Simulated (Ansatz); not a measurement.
# AsH+ (doublet): the correlation ladder at distance As1–H2 = 5.241 Å, cc-pVQZ

An exercise on one series of results from a longer session: the logs are not shown, and one member is left open.

Program: Ansatz 0.2.0, Gaussian basis. Level of theory: cc-pVQZ, core rule «outside noble gas», up to 14 orbitals frozen. These are calculated values, not measurements.

The runs, in order: UHF; CCSD(T) on ROHF; CCSD(T) on UHF; BCCD(T) on ROHF; CCSDT(Q) on ROHF; CASSCF and MRCISD+Q, 3 electrons in 3 orbitals; CASSCF and NEVPT2, 3 electrons in 3 orbitals; CASSCF and NEVPT2, 5 electrons in 5 orbitals.

12 further runs of the same task are left out: 12 that didn't finish.

## What is computed

The geometry derives from a PBE0/def2-TZVP stationary point (not a proven minimum). One bond is set to the value named and the two fragments are kept rigid. No spin-orbit coupling is included. The filled d shell of As may be among the frozen orbitals whatever the setting's name suggests; the logs give the count.

2 atoms, charge 1, spin multiplicity 2.

Atoms are counted from 1 here; the program's logs count them from 0.

No contacts short enough for the rule that draws bonds.

The first run:

File in.yaml:

```yaml
crystal:
  periodic: [false, false, false]
  atoms:
    - {symbol: As, position_ang: [0.000000, 0.000000, 0.000000]}
    - {symbol: H, position_ang: [0.000000, 0.000000, 5.241000]}
basis:
  gaussian: {orbitals: cc-pVQZ}
total_charge: 1
magnetization: {spin_polarized: true, initial_magnetization: 1}
hamiltonian: {xc: hf}
output: {orbitals: {seedname: orbitals}}
```

Run with:

```bash
> ansatz run in.yaml --threads 1 --pin off --events-out ev --progress --plain --max-ram 2560MiB --backend cpu
```

Among the steps run: UHF; CCSD(T) on ROHF; CCSD(T) on UHF; BCCD(T) on ROHF; CCSDT(Q) on ROHF; CASSCF and MRCISD+Q, 3 electrons in 3 orbitals; CASSCF and NEVPT2, 3 electrons in 3 orbitals; CASSCF and NEVPT2, 5 electrons in 5 orbitals.

One of the session's tables, all rows but one given; the rest of the session is left out.

```
        method  from RCCSDT(Q) (meV)
           UHF               +2014.0
          RMP2               +1506.8
          UMP2                +441.2
         RCCSD                 +70.4
         UCCSD                 +50.9
      RCCSD(T)                     ?
      UCCSD(T)                  -1.1
       BCCD(T)                 +13.6
        RCCSDT                  +2.1
     RCCSDT(Q)                     0
   CASSCF pair               +2134.0
   NEVPT2 pair                +415.7
   MRCISD pair                 +84.0
 MRCISD+Q pair                 -22.3
CASSCF valence               +1774.8
NEVPT2 valence                +386.4
```

Estimate the missing values for RCCSD(T).

As computed: from RCCSDT(Q) (meV): -41.6. In the column «from RCCSDT(Q) (meV)» it is the lowest.

Left out of the table: ROHF (another determinant or state than the rows shown).

Limits of these values: The determinant is far from a pure spin state, so its energy mixes those of several spin states (harmless only where they are near-degenerate, as at dissociation). The report flags that the cluster equations may have other roots. The program flags RCCSD(T), BCCD(T), RCCSDT(Q) as in doubt, so the zero of the table is itself unsure. Warnings: spin contamination; coupled cluster took another determinant than the lowest; large T1 diagnostic. Restricted and unrestricted rows rest on different reference determinants; where their highest levels disagree by more than a few hundredths of an eV, they describe different states and don't form one ladder.
